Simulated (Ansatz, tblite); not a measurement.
# MoO2(NH2)2 (H4MoN2O2): removing an electron

What does removing an electron cost or gain for MoO2(NH2)2 (H4MoN2O2)? Each charged state is run at several levels.

The runs use Ansatz 0.2.0, Gaussian basis; as each input shows.

Levels to be run: charge +1 doublet, at the geometry of the singlet (PBE0-D4/def2-TZVP, PBE-D4/def2-TZVP, r2SCAN-D4/def2-TZVP, ωB97X-V/def2-TZVP, HF/def2-TZVP, revPBE-D4/def2-TZVP, LC-ωPBE/def2-TZVP, B3LYP-D4/def2-TZVP); the starting singlet's energies come from earlier runs.

3 further runs of the same task are left out: 3 set aside as unsound or not needed.

### Step 1. The structure

The singlet was relaxed beforehand with PBE0-D4/def2-SVP.

9 atoms, charge 0, spin multiplicity 1.

Atoms are counted from 1 here; the program's logs count them from 0.

Bond lengths: Mo1–O2 1.681 Å, Mo1–O3 1.681 Å, Mo1–N4 1.929 Å, Mo1–N7 1.929 Å, N4–H5 1.016 Å, N4–H6 1.016 Å, N7–H8 1.016 Å, N7–H9 1.016 Å. Angles: O2–Mo1–O3 114.7°, O2–Mo1–N4 107.7°, O2–Mo1–N7 107.7°, O3–Mo1–N4 107.7°, O3–Mo1–N7 107.7°, N4–Mo1–N7 111.3°, Mo1–N4–H5 124.2°, Mo1–N4–H6 124.2°, H5–N4–H6 111.4°, Mo1–N7–H8 124.2°, Mo1–N7–H9 124.2°, H8–N7–H9 111.4°.

Geometry (Å):

```xyz
9
H4MoN2O2
Mo    0.5381    0.0007    0.3710
O     0.4817    0.0040    2.0515
O     2.0888   -0.0005   -0.2791
N    -0.3583    1.5918   -0.2503
H    -0.1215    2.0829   -1.1073
H    -1.0745    2.0852    0.2745
N    -0.3583   -1.5928   -0.2439
H    -1.0742   -2.0844    0.2830
H    -0.1218   -2.0871   -1.0992
```

Formally the metal is d0. Mo takes a core potential in the def2 sets. No spin-orbit coupling is included.

### Step 2. Charge +1 doublet at the fixed geometry, first pass, PBE0-D4/def2-SVP

The input, in.yaml:

```yaml
crystal:
  periodic: [false, false, false]
  atoms:
    - {symbol: Mo, position_ang: [0.538075, 0.000745, 0.370950]}
    - {symbol: O, position_ang: [0.481739, 0.004022, 2.051472]}
    - {symbol: O, position_ang: [2.088826, -0.000472, -0.279061]}
    - {symbol: N, position_ang: [-0.358306, 1.591808, -0.250299]}
    - {symbol: H, position_ang: [-0.121511, 2.082939, -1.107327]}
    - {symbol: H, position_ang: [-1.074549, 2.085193, 0.274453]}
    - {symbol: N, position_ang: [-0.358300, -1.592796, -0.243928]}
    - {symbol: H, position_ang: [-1.074203, -2.084372, 0.282975]}
    - {symbol: H, position_ang: [-0.121771, -2.087067, -1.099225]}
basis:
  gaussian: {orbitals: def2-SVP}
total_charge: 1
magnetization: {spin_polarized: true, initial_magnetization: 1}
hamiltonian: {xc: pbe0, dispersion: d4}
output: {orbitals: {seedname: orbitals}}
```

Launch:

```console
$ ansatz run in.yaml --threads 2 --pin off --events-out ev --progress --plain --max-ram 4352MiB
```

The log of the run:

```text
Functional definition: PBE0
  name "PBE0"
  cite "Adamo & Barone, J. Chem. Phys. 110, 6158 (1999) doi:10.1063/1.478522"
  cite "Perdew, Burke & Ernzerhof, Phys. Rev. Lett. 77, 3865 (1996) doi:10.1103/PhysRevLett.77.3865"
  parent pbe
  parameter a = 0.25
  parameter kappa = 0.804
  parameter beta = 0.06672455060314922
  exchange = (1 - a)*pbe_x(kappa = kappa, mu = beta*pi^2/3) + a*exact_x
  correlation = pbe_c(beta = beta)
1079 factors; integrals over basis functions are off by at most 1.1e-3 eV
mean field evaluation 1: about -8952.3332 eV, gradient 7.9e1 eV
mean field evaluation 2: about -8725.4548 eV, gradient 2.2e2 eV
mean field evaluation 4: about -8974.3797 eV, gradient 1.4e1 eV
mean field evaluation 8: about -8975.4664 eV, gradient 9.4e-1 eV
mean field evaluation 16: about -8975.4754 eV, gradient 4.6e-3 eV
mean field evaluation 32: about -8975.3856 eV, gradient 4.1e0 eV
mean field -8975.47542779 eV, -329.8426381755 hartree, gradient 4.3e-5 eV, S^2 0.813399; 2 other end points of the search recorded, 0 dependent functions left out
reference -8975.47548538 eV, -329.8426402919 hartree; 24, 23 occupied and 83, 84 virtual orbitals, 1079 factors
Total energy: -8975.63963818 eV, -329.8486727961 hartree
```

It took 6 s on 2 threads of Arm Neoverse V1, shared host.

From the report: HOMO -13.97 eV, LUMO -11.53 eV (over both spins); ⟨S²⟩ 0.813 (pure: 0.75).

### Step 3. Charge +1 doublet at the fixed geometry, PBE0-D4/def2-TZVP

start.molden holds the orbitals of an earlier run on this state, given as this run's starting guess.

Edit in.yaml of step 2 so:

```diff
@@ -13,3 +13,3 @@
 basis:
-  gaussian: {orbitals: def2-SVP}
+  gaussian: {orbitals: def2-TZVP, initial_orbitals: start.molden}
 total_charge: 1
@@ -17,2 +17,3 @@
 hamiltonian: {xc: pbe0, dispersion: d4}
+scf: {omitted_lower_state_checks: [starts]}
 output: {orbitals: {seedname: orbitals}}
```

Same command.

The log of the run:

```text
Functional definition: PBE0
  name "PBE0"
  cite "Adamo & Barone, J. Chem. Phys. 110, 6158 (1999) doi:10.1063/1.478522"
  cite "Perdew, Burke & Ernzerhof, Phys. Rev. Lett. 77, 3865 (1996) doi:10.1103/PhysRevLett.77.3865"
  parent pbe
  parameter a = 0.25
  parameter kappa = 0.804
  parameter beta = 0.06672455060314922
  exchange = (1 - a)*pbe_x(kappa = kappa, mu = beta*pi^2/3) + a*exact_x
  correlation = pbe_c(beta = beta)
these checks for a lower state are left out or cut short: starts
1166 factors; their error is unknown
mean field evaluation 1: about -8980.9021 eV, gradient 1.1e2 eV
mean field evaluation 2: about -8984.4417 eV, gradient 3.4e0 eV
mean field evaluation 4: about -8984.5632 eV, gradient 3.0e-1 eV
mean field evaluation 8: about -8984.5634 eV, gradient 2.1e-5 eV
mean field -8984.56344346 eV, -330.1766165915 hartree, gradient 2.1e-5 eV, S^2 0.812259; 0 other end points of the search recorded, 0 dependent functions left out
reference -8984.56347926 eV, -330.1766179068 hartree; 24, 23 occupied and 164, 165 virtual orbitals, 1166 factors
Total energy: -8984.72763206 eV, -330.1826504110 hartree
Checks for a lower state left out: starts
```

Wall time 8 s (2 threads of Arm Neoverse V1, shared host).

From the report: HOMO -13.90 eV, LUMO -11.49 eV (over both spins); ⟨S²⟩ 0.812 (pure: 0.75).

### Step 4. Charge +1 doublet at the fixed geometry, PBE-D4/def2-TZVP

Edit in.yaml of step 3 so:

```diff
@@ -16,3 +16,3 @@
 magnetization: {spin_polarized: true, initial_magnetization: 1}
-hamiltonian: {xc: pbe0, dispersion: d4}
+hamiltonian: {xc: pbe, dispersion: d4}
 scf: {omitted_lower_state_checks: [starts]}
```

Same command.

The log of the run:

```text
Functional definition: PBE
  name "PBE"
  cite "Perdew, Burke & Ernzerhof, Phys. Rev. Lett. 77, 3865 (1996) doi:10.1103/PhysRevLett.77.3865"
  parent pbe
  parameter kappa = 0.804
  parameter beta = 0.06672455060314922
  exchange = pbe_x(kappa = kappa, mu = beta*pi^2/3)
  correlation = pbe_c(beta = beta)
these checks for a lower state are left out or cut short: starts
1096 factors; their error is unknown
mean field evaluation 1: about -8986.7983 eV, gradient 7.4e0 eV
mean field evaluation 2: about -8987.0000 eV, gradient 3.0e-1 eV
mean field evaluation 4: about -8986.9842 eV, gradient 2.2e-2 eV
mean field evaluation 8: about -8986.9842 eV, gradient 1.3e-5 eV
mean field -8986.98424145 eV, -330.2655792764 hartree, gradient 1.1e-5 eV, S^2 0.765942; 0 other end points of the search recorded, 0 dependent functions left out
reference -8986.98429381 eV, -330.2655812009 hartree; 24, 23 occupied and 164, 165 virtual orbitals, 1096 factors
Total energy: -8987.17865248 eV, -330.2727237503 hartree
Checks for a lower state left out: starts
```

Run time: 6.5 s. Hardware: 2 threads of Arm Neoverse V1, shared host.

Report: HOMO -12.69 eV, LUMO -12.37 eV (over both spins); ⟨S²⟩ 0.766 (pure: 0.75).

### Step 5. Charge +1 doublet at the fixed geometry, r2SCAN-D4/def2-TZVP

Edit in.yaml of step 4 so:

```diff
@@ -16,3 +16,3 @@
 magnetization: {spin_polarized: true, initial_magnetization: 1}
-hamiltonian: {xc: pbe, dispersion: d4}
+hamiltonian: {xc: r2scan, dispersion: d4}
 scf: {omitted_lower_state_checks: [starts]}
```

Launched as before.

The log of the run:

```text
Functional definition: r2SCAN
  name "r2SCAN"
  cite "Furness, Kaplan, Ning, Perdew & Sun, J. Phys. Chem. Lett. 11, 8208 (2020) doi:10.1021/acs.jpclett.0c02405"
  cite "Furness, Kaplan, Ning, Perdew & Sun, J. Phys. Chem. Lett. 11, 9248 (2020) doi:10.1021/acs.jpclett.0c03077"
  parent r2scan
  parameter k0 = 0.174
  parameter k1 = 0.065
  parameter a1 = 4.9479
  exchange = r2scan_x(k0 = k0, k1 = k1, a1 = a1)
  correlation = r2scan_c
these checks for a lower state are left out or cut short: starts
1096 factors; their error is unknown
mean field evaluation 1: about -8990.9401 eV, gradient 4.2e0 eV
mean field evaluation 2: about -8991.0083 eV, gradient 8.6e-2 eV
mean field evaluation 4: about -8990.9905 eV, gradient 1.7e-3 eV
mean field -8990.99054091 eV, -330.4128080660 hartree, gradient 5.6e-5 eV, S^2 0.792543; 0 other end points of the search recorded, 0 dependent functions left out
reference -8990.99055639 eV, -330.4128086352 hartree; 24, 23 occupied and 164, 165 virtual orbitals, 1096 factors
Total energy: -8991.03653711 eV, -330.4144983952 hartree
Checks for a lower state left out: starts
```

Wall time 12 s (2 threads of Arm Neoverse V1, shared host).

HOMO -12.96 eV, LUMO -12.14 eV (over both spins); ⟨S²⟩ 0.793 (pure: 0.75).

### Step 6. Charge +1 doublet at the fixed geometry, ωB97X-V/def2-TZVP

Edit in.yaml of step 5 so:

```diff
@@ -16,3 +16,3 @@
 magnetization: {spin_polarized: true, initial_magnetization: 1}
-hamiltonian: {xc: r2scan, dispersion: d4}
+hamiltonian: {xc: {name: wB97X-V}}
 scf: {omitted_lower_state_checks: [starts]}
```

The command is unchanged.

The log of the run, cut to the lines that bear on the results:

```text
Functional definition: wB97X-V
  name "wB97X-V"
  cite "Mardirossian & Head-Gordon, Phys. Chem. Chem. Phys. 16, 9904 (2014) doi:10.1039/C3CP54374A"
  cite "Becke, J. Chem. Phys. 107, 8554 (1997) doi:10.1063/1.475007"
  cite "Vydrov & Van Voorhis, J. Chem. Phys. 133, 244103 (2010) doi:10.1063/1.3521275"
[...]
      + integral(e_c_pw_opposite_spin*poly(b97_u_opposite, cos0, cos1)) + vv10(b, c)
[...]
1128 factors; their error is unknown
278 factors; integrals over basis functions are off by at most 1.1e-5 eV
[...]
mean field -8988.66939744 eV, -330.3275076170 hartree, gradient 1.3e-5 eV, S^2 0.835347; 0 other end points of the search recorded, 0 dependent functions left out
reference -8988.66939536 eV, -330.3275075407 hartree; 24, 23 occupied and 164, 165 virtual orbitals, 1128 factors
Total energy: -8988.66939536 eV, -330.3275075407 hartree
Checks for a lower state left out: starts
```

It took 59 s on 2 threads of Arm Neoverse V1, shared host; peak memory 1 GiB.

Report: HOMO -15.97 eV, LUMO -9.67 eV (over both spins); ⟨S²⟩ 0.835 (pure: 0.75).

### Step 7. Charge +1 doublet at the fixed geometry, HF/def2-TZVP

Edit in.yaml of step 6 so:

```diff
@@ -16,3 +16,3 @@
 magnetization: {spin_polarized: true, initial_magnetization: 1}
-hamiltonian: {xc: {name: wB97X-V}}
+hamiltonian: {xc: hf}
 scf: {omitted_lower_state_checks: [starts]}
```

Same command.

The log of the run:

```text
Functional definition: HF
  name "HF"
  cite "Fock, Z. Phys. 61, 126 (1930) doi:10.1007/BF01340294"
  parent pbe
  exchange = exact_x
  correlation = 0
these checks for a lower state are left out or cut short: starts
1364 factors; their error is unknown
mean field evaluation 1: about -8932.3017 eV, gradient 2.0e1 eV
mean field evaluation 2: about -8933.9561 eV, gradient 2.0e0 eV
mean field evaluation 4: about -8934.1675 eV, gradient 9.9e-2 eV
mean field evaluation 8: about -8934.5665 eV, gradient 4.2e-3 eV
mean field -8934.56651126 eV, -328.3392632219 hartree, gradient 7.5e-6 eV, S^2 1.569726; 0 other end points of the search recorded, 0 dependent functions left out
reference -8934.56651126 eV, -328.3392632219 hartree; 24, 23 occupied and 164, 165 virtual orbitals, 1364 factors
Total energy: -8934.56651126 eV, -328.3392632219 hartree
Checks for a lower state left out: starts
```

It took 11 s on 2 threads of Arm Neoverse V1, shared host; peak memory 0.69 GiB.

Report: HOMO -15.65 eV, LUMO -6.11 eV (over both spins); ⟨S²⟩ 1.570 (pure: 0.75). Doubts: spin contamination.

### Step 8. Charge +1 doublet at the fixed geometry, revPBE-D4/def2-TZVP

Edit in.yaml of step 7 so:

```diff
@@ -16,3 +16,3 @@
 magnetization: {spin_polarized: true, initial_magnetization: 1}
-hamiltonian: {xc: hf}
+hamiltonian: {xc: {name: revPBE}, dispersion: d4}
 scf: {omitted_lower_state_checks: [starts]}
```

Same command.

The log of the run:

```text
Functional definition: revPBE
  name "revPBE"
  cite "Zhang & Yang, Phys. Rev. Lett. 80, 890 (1998) doi:10.1103/PhysRevLett.80.890"
  cite "Perdew, Burke & Ernzerhof, Phys. Rev. Lett. 77, 3865 (1996) doi:10.1103/PhysRevLett.77.3865"
  parameter kappa = 1.245
  parameter beta = 0.06672455060314922
  exchange = pbe_x(kappa = kappa, mu = beta*pi^2/3)
  correlation = pbe_c(beta = beta)
these checks for a lower state are left out or cut short: starts
1096 factors; their error is unknown
mean field evaluation 1: about -8993.1874 eV, gradient 8.0e0 eV
mean field evaluation 2: about -8993.3685 eV, gradient 2.6e-1 eV
mean field evaluation 4: about -8993.3525 eV, gradient 2.1e-2 eV
mean field evaluation 8: about -8993.3525 eV, gradient 1.3e-5 eV
mean field -8993.35254572 eV, -330.4996101418 hartree, gradient 9.3e-6 eV, S^2 0.767558; 0 other end points of the search recorded, 0 dependent functions left out
reference -8993.35261400 eV, -330.4996126510 hartree; 24, 23 occupied and 164, 165 virtual orbitals, 1096 factors
Total energy: -8993.89683166 eV, -330.5196122812 hartree
Checks for a lower state left out: starts
```

Run time: 7 s. Hardware: 2 threads of Arm Neoverse V1, shared host.

Report: HOMO -12.61 eV, LUMO -12.26 eV (over both spins); ⟨S²⟩ 0.768 (pure: 0.75).

### Step 9. Charge +1 doublet at the fixed geometry, LC-ωPBE/def2-TZVP

Edit in.yaml of step 8 so:

```diff
@@ -16,3 +16,3 @@
 magnetization: {spin_polarized: true, initial_magnetization: 1}
-hamiltonian: {xc: {name: revPBE}, dispersion: d4}
+hamiltonian: {xc: {name: LC-wPBE}}
 scf: {omitted_lower_state_checks: [starts]}
```

The command is unchanged.

The log of the run, cut to the lines that bear on the results:

```text
Functional definition: LC-wPBE
  name "LC-wPBE"
  cite "Vydrov & Scuseria, J. Chem. Phys. 125, 234109 (2006) doi:10.1063/1.2409292"
  cite "Heyd & Scuseria, J. Chem. Phys. 120, 7274 (2004) doi:10.1063/1.1668634"
  cite "Ernzerhof & Perdew, J. Chem. Phys. 109, 3313 (1998) doi:10.1063/1.476928"
  cite "Perdew, Burke & Ernzerhof, Phys. Rev. Lett. 77, 3865 (1996) doi:10.1103/PhysRevLett.77.3865"
  parent pbe
[...]
1096 factors; their error is unknown
368 factors; integrals over basis functions are off by at most 1.9e-5 eV
[...]
mean field -8987.98154209 eV, -330.3022293991 hartree, gradient 4.3e-6 eV, S^2 0.863079; 0 other end points of the search recorded, 0 dependent functions left out
reference -8987.98154210 eV, -330.3022293994 hartree; 24, 23 occupied and 164, 165 virtual orbitals, 1096 factors
Total energy: -8987.98154210 eV, -330.3022293994 hartree
Checks for a lower state left out: starts
```

Run time: 16 s. Hardware: 2 threads of Arm Neoverse V1, shared host; peak memory 0.59 GiB.

From the report: HOMO -16.15 eV, LUMO -9.54 eV (over both spins); ⟨S²⟩ 0.863 (pure: 0.75).

### Step 10. Charge +1 doublet at the fixed geometry, B3LYP-D4/def2-TZVP

Edit in.yaml of step 9 so:

```diff
@@ -16,3 +16,3 @@
 magnetization: {spin_polarized: true, initial_magnetization: 1}
-hamiltonian: {xc: {name: LC-wPBE}}
+hamiltonian: {xc: {name: B3LYP}, dispersion: d4}
 scf: {omitted_lower_state_checks: [starts]}
```

Same command.

The log of the run, cut to the lines that bear on the results:

```text
Functional definition: B3LYP
  name "B3LYP"
  cite "Stephens, Devlin, Chabalowski & Frisch, J. Phys. Chem. 98, 11623 (1994) doi:10.1021/j100096a001"
  cite "Becke, Phys. Rev. A 38, 3098 (1988) doi:10.1103/PhysRevA.38.3098"
  cite "Lee, Yang & Parr, Phys. Rev. B 37, 785 (1988) doi:10.1103/PhysRevB.37.785"
  cite "Vosko, Wilk & Nusair, Can. J. Phys. 58, 1200 (1980) doi:10.1139/p80-159"
[...]
1159 factors; their error is unknown
[...]
mean field -8993.56210524 eV, -330.5073113124 hartree, gradient 5.5e-5 eV, S^2 0.796285; 0 other end points of the search recorded, 0 dependent functions left out
reference -8993.56236523 eV, -330.5073208669 hartree; 24, 23 occupied and 164, 165 virtual orbitals, 1159 factors
Total energy: -8993.87734975 eV, -330.5188963342 hartree
Checks for a lower state left out: starts
```

It took 8.5 s on 2 threads of Arm Neoverse V1, shared host.

HOMO -13.82 eV, LUMO -11.78 eV (over both spins); ⟨S²⟩ 0.796 (pure: 0.75).

### Step 11. Vertical ionisation energy

Charged state less starting state, singlet to doublet; the starting state's energies are those of its earlier runs.

| level | vertical ionisation energy (eV) | time |
| --- | --- | --- |
| HF/def2-TZVP† | +8.46 | 13 s |
| PBE-D4/def2-TZVP | +9.36 | 9.9 s |
| revPBE-D4/def2-TZVP | +9.31 | 10 s |
| r2SCAN-D4/def2-TZVP | +9.42 | 18 s |
| B3LYP-D4/def2-TZVP | +9.64 | 13 s |
| PBE0-D4/def2-TZVP | +9.60 | 14 s |
| LC-ωPBE/def2-TZVP | +9.99 | 20 s |
| ωB97X-V/def2-TZVP | +9.83 | 72 s |

Times add the two runs; a level without a time comes out of a correlated run. † marks a level with a doubtful state (flagged, unstable, out of aufbau order, or strongly spin-contaminated); such levels are left out of the summary.

Beside −ε(HOMO) of the starting state:

| level | −ε(HOMO) (eV) | by difference (eV) | mismatch (eV) |
| --- | --- | --- | --- |
| PBE-D4/def2-TZVP | 6.29 | 9.36 | -3.07 |
| revPBE-D4/def2-TZVP | 6.21 | 9.31 | -3.10 |
| r2SCAN-D4/def2-TZVP | 6.60 | 9.42 | -2.82 |
| B3LYP-D4/def2-TZVP | 7.44 | 9.64 | -2.21 |
| PBE0-D4/def2-TZVP | 7.66 | 9.60 | -1.94 |
| LC-ωPBE/def2-TZVP | 10.39 | 9.99 | +0.39 |
| ωB97X-V/def2-TZVP | 10.00 | 9.83 | +0.17 |

### Step 12. Outcome

| quantity | value |
| --- | --- |
| vertical ionisation energy, functionals in def2-TZVP | 9.31 (revPBE-D4) to 9.99 eV (LC-ωPBE) |

**Reading.** The vertical ionisation energy spans 9.31 to 9.99 eV over the functionals. −ε(HOMO) misses the level's own difference by +0.17 eV at best (ωB97X-V) and -3.10 eV at worst (revPBE-D4). The charged states' spins were chosen beforehand and needn't be their lowest.
